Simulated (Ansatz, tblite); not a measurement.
# Cyclo-(H2SnCH2)4 (C4H16Sn4): a ladder of methods and basis sets

Aim: run the singlet of cyclo-(H2SnCH2)4 (C4H16Sn4) at one geometry on many levels, and compare frontier levels, spin and run time.

Program: Ansatz 0.2.0, Gaussian basis. Level of theory: as each input shows. These are calculated values, not measurements.

Plan: GFN1-xTB, GFN2-xTB, PBE-D4/def2-TZVP, r2SCAN-D4/def2-TZVP, r2SCANh-D4/def2-TZVP, revPBE-D4/def2-TZVP, PBE-D4/def2-SVP, PBE0-D4/def2-SVP, MP2/def2-SVP.

5 further runs of the same task are left out: 3 that didn't finish, 2 set aside as unsound or not needed. Runs told in other sessions of the task aren't counted.

## (1) The structure

The geometry is that of the singlet, from an earlier relaxation (PBE-D4/def2-SVP).

24 atoms, charge 0, spin multiplicity 1.

Bond lengths: Sn1–H2 1.735 Å, Sn1–H3 1.738 Å, Sn1–C4 2.175 Å, Sn1–C16 2.174 Å, C4–Sn5 2.174 Å, C4–H17 1.109 Å, C4–H18 1.109 Å, Sn5–H6 1.736 Å, Sn5–H7 1.738 Å, Sn5–C8 2.175 Å, C8–Sn9 2.174 Å, C8–H19 1.109 Å, C8–H20 1.109 Å, Sn9–H10 1.738 Å, Sn9–H11 1.735 Å, Sn9–C12 2.175 Å, C12–Sn13 2.174 Å, C12–H21 1.109 Å and more. Angles: H2–Sn1–H3 109.1°, H2–Sn1–C4 109.6°, H2–Sn1–C16 108.9°, H3–Sn1–C4 109.0°, H3–Sn1–C16 109.9°, C4–Sn1–C16 110.3°, Sn1–C4–Sn5 115.1°, Sn1–C4–H17 108.4°, Sn1–C4–H18 108.3°, Sn5–C4–H17 109.2°, Sn5–C4–H18 108.0°, H17–C4–H18 107.7°, C4–Sn5–H6 108.9°, C4–Sn5–H7 109.8°, C4–Sn5–C8 110.4°, H6–Sn5–H7 109.1°, H6–Sn5–C8 109.5°, H7–Sn5–C8 109.1° and more.

Sn takes a core potential in the def2 sets. No spin-orbit coupling is included.

PBE0-D4/def2-TZVP was run before; its log isn't repeated, and its numbers join the tables.

## (2) GFN1-xTB

Tight binding, by tblite at 300 K electronic temperature and without a spin-polarisation term:

```python
tblite.interface.Calculator('GFN1-xTB', numbers, positions, charge=0, uhf=0).singlepoint()
```

Energy -732.9767 eV, HOMO -11.50 eV, LUMO -6.14 eV; 0.02 s.

## (3) GFN2-xTB

Tight binding, by tblite at 300 K electronic temperature and without a spin-polarisation term:

```python
tblite.interface.Calculator('GFN2-xTB', numbers, positions, charge=0, uhf=0).singlepoint()
```

Energy -678.5064 eV, HOMO -11.45 eV, LUMO -6.53 eV; 0.017 s.

## (4) PBE-D4/def2-TZVP

start.molden holds the orbitals of an earlier run on this state, given as this run's starting guess.

Contents of in.yaml:

```yaml
crystal:
  periodic: [false, false, false]
  atoms:
    - {symbol: Sn, position_ang: [-0.457596, 0.210619, -2.514379]}
    - {symbol: H, position_ang: [0.267243, 0.967856, -3.897543]}
    - {symbol: H, position_ang: [-1.895297, -0.628534, -3.012522]}
    - {symbol: C, position_ang: [0.936620, -1.219478, -1.652701]}
    - {symbol: Sn, position_ang: [0.083278, -2.557530, -0.167008]}
    - {symbol: H, position_ang: [-0.777436, -3.825215, -0.981950]}
    - {symbol: H, position_ang: [1.350691, -3.256502, 0.794462]}
    - {symbol: C, position_ang: [-1.280017, -1.472888, 1.135484]}
    - {symbol: Sn, position_ang: [-0.328613, -0.113843, 2.540404]}
    - {symbol: H, position_ang: [-1.489665, 1.041267, 3.121006]}
    - {symbol: H, position_ang: [0.282156, -1.029861, 3.881967]}
    - {symbol: C, position_ang: [1.307791, 0.947770, 1.577740]}
    - {symbol: Sn, position_ang: [0.703090, 2.461732, 0.139637]}
    - {symbol: H, position_ang: [0.228325, 3.893606, 0.997672]}
    - {symbol: H, position_ang: [2.033767, 2.842225, -0.911029]}
    - {symbol: C, position_ang: [-0.964225, 1.743506, -1.058591]}
    - {symbol: H, position_ang: [1.777792, -0.658391, -1.196802]}
    - {symbol: H, position_ang: [1.351015, -1.839483, -2.473604]}
    - {symbol: H, position_ang: [-1.990728, -0.903120, 0.502654]}
    - {symbol: H, position_ang: [-1.866254, -2.212151, 1.718437]}
    - {symbol: H, position_ang: [1.910949, 1.444734, 2.364648]}
    - {symbol: H, position_ang: [1.958959, 0.205389, 1.072693]}
    - {symbol: H, position_ang: [-1.745170, 1.352522, -0.374871]}
    - {symbol: H, position_ang: [-1.396665, 2.605779, -1.605815]}
basis:
  gaussian: {orbitals: def2-TZVP, initial_orbitals: start.molden}
hamiltonian: {xc: pbe, dispersion: d4}
scf: {omitted_lower_state_checks: [starts]}
output: {orbitals: {seedname: orbitals}}
```

Run with:

```console
$ ansatz run in.yaml --threads 4 --pin off --events-out ev --progress --plain --max-ram 6963MiB
```

The program printed:

```text
Functional definition: PBE
  name "PBE"
  cite "Perdew, Burke & Ernzerhof, Phys. Rev. Lett. 77, 3865 (1996) doi:10.1103/PhysRevLett.77.3865"
  parent pbe
  parameter kappa = 0.804
  parameter beta = 0.06672455060314922
  exchange = pbe_x(kappa = kappa, mu = beta*pi^2/3)
  correlation = pbe_c(beta = beta)
these checks for a lower state are left out or cut short: starts
2976 factors; their error is unknown
mean field evaluation 1: about -27727.6302 eV, gradient 1.1e1 eV
mean field evaluation 2: about -27727.8807 eV, gradient 2.3e-1 eV
mean field evaluation 4: about -27727.8457 eV, gradient 7.2e-4 eV
mean field -27727.84573698 eV, -1018.9795362253 hartree, gradient 2.2e-5 eV, S^2 0.000000; 0 other end points of the search recorded, 0 dependent functions left out
reference -27727.84582842 eV, -1018.9795395855 hartree; 64, 64 occupied and 356, 356 virtual orbitals, 2976 factors
Total energy: -27728.74889720 eV, -1019.0127267510 hartree
Checks for a lower state left out: starts
```

Run time: 5.5 s. Hardware: 4 threads of Intel Xeon 6975P-C, shared host; peak memory 1.2 GiB.

HOMO -6.67 eV, LUMO -1.06 eV.

## (5) r2SCAN-D4/def2-TZVP

Edit in.yaml of step 4 so:

```diff
@@ -29,4 +29,4 @@
   gaussian: {orbitals: def2-TZVP, initial_orbitals: start.molden}
-hamiltonian: {xc: pbe, dispersion: d4}
+hamiltonian: {xc: r2scan, dispersion: d4}
 scf: {omitted_lower_state_checks: [starts]}
-output: {orbitals: {seedname: orbitals}}
+output: {forces: true, orbitals: {seedname: orbitals}}
```

Same command.

The program printed, cut to the lines that bear on the results:

```text
Functional definition: r2SCAN
  name "r2SCAN"
  cite "Furness, Kaplan, Ning, Perdew & Sun, J. Phys. Chem. Lett. 11, 8208 (2020) doi:10.1021/acs.jpclett.0c02405"
  cite "Furness, Kaplan, Ning, Perdew & Sun, J. Phys. Chem. Lett. 11, 9248 (2020) doi:10.1021/acs.jpclett.0c03077"
  parent r2scan
[...]
2976 factors; their error is unknown
[...]
mean field -27741.01792490 eV, -1019.4636052029 hartree, gradient 9.4e-6 eV, S^2 0.000000; 0 other end points of the search recorded, 0 dependent functions left out
[...]
reference -27741.01795269 eV, -1019.4636062240 hartree; 64, 64 occupied and 356, 356 virtual orbitals, 2976 factors
Total energy: -27741.25950753 eV, -1019.4724832006 hartree
Atom 0 at    -0.457596     0.210619    -2.514379 Å, force     0.019713     0.005004     0.042633 eV/Å
Atom 1 at     0.267243     0.967856    -3.897543 Å, force    -0.117464    -0.113133     0.218600 eV/Å
[...]
Atom 15 at    -0.964225     1.743506    -1.058591 Å, force    -0.205383     0.069792     0.038601 eV/Å
Atom 16 at     1.777792    -0.658391    -1.196802 Å, force    -0.374413    -0.265118    -0.229421 eV/Å
Atom 17 at     1.351015    -1.839483    -2.473604 Å, force    -0.180317     0.291210     0.382634 eV/Å
Atom 18 at    -1.990728    -0.903120     0.502654 Å, force     0.310652    -0.279377     0.297268 eV/Å
Atom 19 at    -1.866254    -2.212151     1.718437 Å, force     0.260832     0.346276    -0.275169 eV/Å
Atom 20 at     1.910949     1.444734     2.364648 Å, force    -0.269193    -0.237061    -0.367465 eV/Å
Atom 21 at     1.958959     0.205389     1.072693 Å, force    -0.284509     0.345172     0.251099 eV/Å
Atom 22 at    -1.745170     1.352522    -0.374871 Å, force     0.347672     0.200754    -0.319547 eV/Å
Atom 23 at    -1.396665     2.605779    -1.605815 Å, force     0.189314    -0.400591     0.258986 eV/Å
Dipole moment:     0.000092    -0.000068     0.000320 e Å
Checks for a lower state left out: starts
```

Run time: 11 s. Hardware: 4 threads of Intel Xeon 6975P-C, shared host; peak memory 1.2 GiB.

HOMO -6.91 eV, LUMO -0.69 eV.

## (6) r2SCANh-D4/def2-TZVP

Edit in.yaml of step 5 so:

```diff
@@ -29,4 +29,4 @@
   gaussian: {orbitals: def2-TZVP, initial_orbitals: start.molden}
-hamiltonian: {xc: r2scan, dispersion: d4}
+hamiltonian: {xc: {name: r2SCANh}, dispersion: d4}
 scf: {omitted_lower_state_checks: [starts]}
-output: {forces: true, orbitals: {seedname: orbitals}}
+output: {orbitals: {seedname: orbitals}}
```

Same command.

The program printed, cut to the lines that bear on the results:

```text
Functional definition: r2SCANh
  name "r2SCANh"
  cite "Bursch, Neugebauer, Ehlert & Grimme, J. Chem. Phys. 156, 134105 (2022) doi:10.1063/5.0086040"
  cite "Furness, Kaplan, Ning, Perdew & Sun, J. Phys. Chem. Lett. 11, 8208 (2020) doi:10.1021/acs.jpclett.0c02405"
  cite "Furness, Kaplan, Ning, Perdew & Sun, J. Phys. Chem. Lett. 11, 9248 (2020) doi:10.1021/acs.jpclett.0c03077"
  parent r2scan
[...]
3036 factors; their error is unknown
[...]
mean field -27739.62911623 eV, -1019.4125674257 hartree, gradient 2.2e-5 eV, S^2 0.000000; 0 other end points of the search recorded, 0 dependent functions left out
reference -27739.62914180 eV, -1019.4125683651 hartree; 64, 64 occupied and 356, 356 virtual orbitals, 3036 factors
Total energy: -27739.89487991 eV, -1019.4223340605 hartree
Checks for a lower state left out: starts
```

Run time: 17 s. Hardware: 4 threads of Intel Xeon 6975P-C, shared host; peak memory 2.7 GiB.

HOMO -7.31 eV, LUMO -0.47 eV.

## (7) revPBE-D4/def2-TZVP

Edit in.yaml of step 6 so:

```diff
@@ -29,3 +29,3 @@
   gaussian: {orbitals: def2-TZVP, initial_orbitals: start.molden}
-hamiltonian: {xc: {name: r2SCANh}, dispersion: d4}
+hamiltonian: {xc: {name: revPBE}, dispersion: d4}
 scf: {omitted_lower_state_checks: [starts]}
```

The command is unchanged.

The program printed:

```text
Functional definition: revPBE
  name "revPBE"
  cite "Zhang & Yang, Phys. Rev. Lett. 80, 890 (1998) doi:10.1103/PhysRevLett.80.890"
  cite "Perdew, Burke & Ernzerhof, Phys. Rev. Lett. 77, 3865 (1996) doi:10.1103/PhysRevLett.77.3865"
  parameter kappa = 1.245
  parameter beta = 0.06672455060314922
  exchange = pbe_x(kappa = kappa, mu = beta*pi^2/3)
  correlation = pbe_c(beta = beta)
these checks for a lower state are left out or cut short: starts
2976 factors; their error is unknown
mean field evaluation 1: about -27738.0704 eV, gradient 1.3e1 eV
mean field evaluation 2: about -27738.2815 eV, gradient 2.3e-1 eV
mean field evaluation 4: about -27738.2454 eV, gradient 6.8e-4 eV
mean field -27738.24535972 eV, -1019.3617153116 hartree, gradient 1.7e-5 eV, S^2 0.000000; 0 other end points of the search recorded, 0 dependent functions left out
reference -27738.24547405 eV, -1019.3617195133 hartree; 64, 64 occupied and 356, 356 virtual orbitals, 2976 factors
Total energy: -27740.28773406 eV, -1019.4367711845 hartree
Checks for a lower state left out: starts
```

Wall time 6 s (4 threads of Intel Xeon 6975P-C, shared host); peak memory 1.2 GiB.

From the report: HOMO -6.62 eV, LUMO -0.94 eV.

## (8) PBE-D4/def2-SVP

Edit in.yaml of step 7 so:

```diff
@@ -28,4 +28,4 @@
 basis:
-  gaussian: {orbitals: def2-TZVP, initial_orbitals: start.molden}
-hamiltonian: {xc: {name: revPBE}, dispersion: d4}
+  gaussian: {orbitals: def2-SVP, initial_orbitals: start.molden}
+hamiltonian: {xc: pbe, dispersion: d4}
 scf: {omitted_lower_state_checks: [starts]}
```

The command is unchanged.

The program printed:

```text
Functional definition: PBE
  name "PBE"
  cite "Perdew, Burke & Ernzerhof, Phys. Rev. Lett. 77, 3865 (1996) doi:10.1103/PhysRevLett.77.3865"
  parent pbe
  parameter kappa = 0.804
  parameter beta = 0.06672455060314922
  exchange = pbe_x(kappa = kappa, mu = beta*pi^2/3)
  correlation = pbe_c(beta = beta)
these checks for a lower state are left out or cut short: starts
2724 factors; their error is unknown
mean field evaluation 1: about -27721.1467 eV, gradient 4.8e1 eV
mean field evaluation 2: about -27721.8870 eV, gradient 1.1e0 eV
mean field evaluation 4: about -27721.8489 eV, gradient 2.2e-1 eV
mean field evaluation 8: about -27721.8491 eV, gradient 2.6e-5 eV
mean field -27721.84907884 eV, -1018.7591631032 hartree, gradient 2.6e-5 eV, S^2 0.000000; 0 other end points of the search recorded, 0 dependent functions left out
reference -27721.84914819 eV, -1018.7591656516 hartree; 64, 64 occupied and 176, 176 virtual orbitals, 2724 factors
Total energy: -27722.75221696 eV, -1018.7923528171 hartree
Checks for a lower state left out: starts
```

Wall time 2.9 s (4 threads of Intel Xeon 6975P-C, shared host).

HOMO -6.60 eV, LUMO -0.71 eV.

## (9) PBE0-D4/def2-SVP

Edit in.yaml of step 8 so:

```diff
@@ -29,3 +29,3 @@
   gaussian: {orbitals: def2-SVP, initial_orbitals: start.molden}
-hamiltonian: {xc: pbe, dispersion: d4}
+hamiltonian: {xc: pbe0, dispersion: d4}
 scf: {omitted_lower_state_checks: [starts]}
```

Launched as before.

The program printed:

```text
Functional definition: PBE0
  name "PBE0"
  cite "Adamo & Barone, J. Chem. Phys. 110, 6158 (1999) doi:10.1063/1.478522"
  cite "Perdew, Burke & Ernzerhof, Phys. Rev. Lett. 77, 3865 (1996) doi:10.1103/PhysRevLett.77.3865"
  parent pbe
  parameter a = 0.25
  parameter kappa = 0.804
  parameter beta = 0.06672455060314922
  exchange = (1 - a)*pbe_x(kappa = kappa, mu = beta*pi^2/3) + a*exact_x
  correlation = pbe_c(beta = beta)
these checks for a lower state are left out or cut short: starts
2784 factors; integrals over basis functions are off by at most 8.4e-4 eV
mean field evaluation 1: about -27723.4942 eV, gradient 4.8e1 eV
mean field evaluation 2: about -27724.0296 eV, gradient 6.4e-1 eV
mean field evaluation 4: about -27724.2650 eV, gradient 3.5e-3 eV
mean field -27724.26497629 eV, -1018.8479456970 hartree, gradient 3.6e-5 eV, S^2 0.000000; 0 other end points of the search recorded, 0 dependent functions left out
reference -27724.26502814 eV, -1018.8479476024 hartree; 64, 64 occupied and 176, 176 virtual orbitals, 2784 factors
Total energy: -27725.06501935 eV, -1018.8773467370 hartree
Checks for a lower state left out: starts
```

Wall time 5.5 s (4 threads of Intel Xeon 6975P-C, shared host); peak memory 1.1 GiB.

From the report: HOMO -7.73 eV, LUMO 0.01 eV.

## (10) MP2/def2-SVP

Edit in.yaml of step 9 so:

```diff
@@ -29,3 +29,3 @@
   gaussian: {orbitals: def2-SVP, initial_orbitals: start.molden}
-hamiltonian: {xc: pbe0, dispersion: d4}
+correlation: {method: mp2}
 scf: {omitted_lower_state_checks: [starts]}
```

Launched as before.

The program printed:

```text
Functional definition: HF
  name "HF"
  cite "Fock, Z. Phys. 61, 126 (1930) doi:10.1007/BF01340294"
  parent pbe
  exchange = exact_x
  correlation = 0
these checks for a lower state are left out or cut short: starts
2784 factors; integrals over basis functions are off by at most 8.4e-4 eV
mean field evaluation 1: about -27588.8975 eV, gradient 5.5e1 eV
mean field evaluation 2: about -27590.8915 eV, gradient 2.4e0 eV
mean field evaluation 4: about -27590.9598 eV, gradient 2.8e-1 eV
mean field evaluation 8: about -27590.9599 eV, gradient 5.0e-6 eV
mean field -27590.95992876 eV, -1013.9490755577 hartree, gradient 5.0e-6 eV, S^2 0.000000; 0 other end points of the search recorded, 0 dependent functions left out
20 core orbitals not correlated: weight in the atoms' cores, before any rotation towards them, 1.000 or more for the frozen orbitals, at most 0.000 for the correlated occupied ones
reference -27590.95992876 eV, -1013.9490755577 hartree; 44, 44 occupied and 176, 176 virtual orbitals, 2784 factors
second order -28.60973778 eV of doubles, -0.00000000 eV of singles
Total energy: -27619.56966654 eV, -1015.0004640287 hartree
Checks for a lower state left out: starts
```

Wall time 6.5 s (4 threads of Intel Xeon 6975P-C, shared host); peak memory 1.1 GiB.

Report: Hartree-Fock HOMO -10.32 eV, LUMO 2.77 eV.

## (11) Comparison

```csv
level,functions,HOMO (eV),LUMO (eV),gap (eV),time
PBE-D4/def2-SVP,240,-6.60,-0.71,5.89,2.9 s
PBE-D4/def2-TZVP,420,-6.67,-1.06,5.61,5.5 s
revPBE-D4/def2-TZVP,420,-6.62,-0.94,5.68,6 s
r2SCAN-D4/def2-TZVP,420,-6.91,-0.69,6.22,11 s
r2SCANh-D4/def2-TZVP,420,-7.31,-0.47,6.84,17 s
PBE0-D4/def2-SVP,240,-7.73,0.01,7.74,5.5 s
PBE0-D4/def2-TZVP,420,-7.76,-0.37,7.39,15 s
```

Energy pieces by basis (eV):

```csv
basis,HF,MP2 correlation,total
def2-SVP,-27590.9599,-28.6097,-27619.5697 (MP2)
```

## (12) Binding energy

Free atoms were run apart at each level; binding is atoms less cluster, divided by the number of atoms, without zero-point or spin-orbit terms.

```csv
level,binding an atom (eV)
HF/def2-SVP,2.307
PBE-D4/def2-SVP,3.212
PBE-D4/def2-TZVP,3.217
revPBE-D4/def2-TZVP,3.147
r2SCAN-D4/def2-TZVP,3.197
r2SCANh-D4/def2-TZVP,3.185
PBE0-D4/def2-SVP,3.189
PBE0-D4/def2-TZVP,3.193
MP2/def2-SVP,3.018
```

## (13) What came out

| quantity | value |
| --- | --- |
| gap in def2-TZVP, named functionals, smallest and largest | 5.61 eV (PBE-D4), 7.39 eV (PBE0-D4) |
| correlation energy, MP2/def2-SVP | -28.61 eV |
| binding an atom, functionals in def2-TZVP | 3.15 (revPBE-D4) to 3.22 eV (PBE-D4) |
| PBE0 total energy, smallest basis above largest | 5.75 eV (def2-SVP, def2-TZVP) |

**Reading.** Over the named functionals in def2-TZVP the gap runs from 5.61 eV (PBE-D4) to 7.39 eV (PBE0-D4); exact exchange widens it.

The slowest run with a step of its own, r2SCANh-D4/def2-TZVP, took 17 s; the quickest functional in def2-TZVP took 5.5 s (shared host).
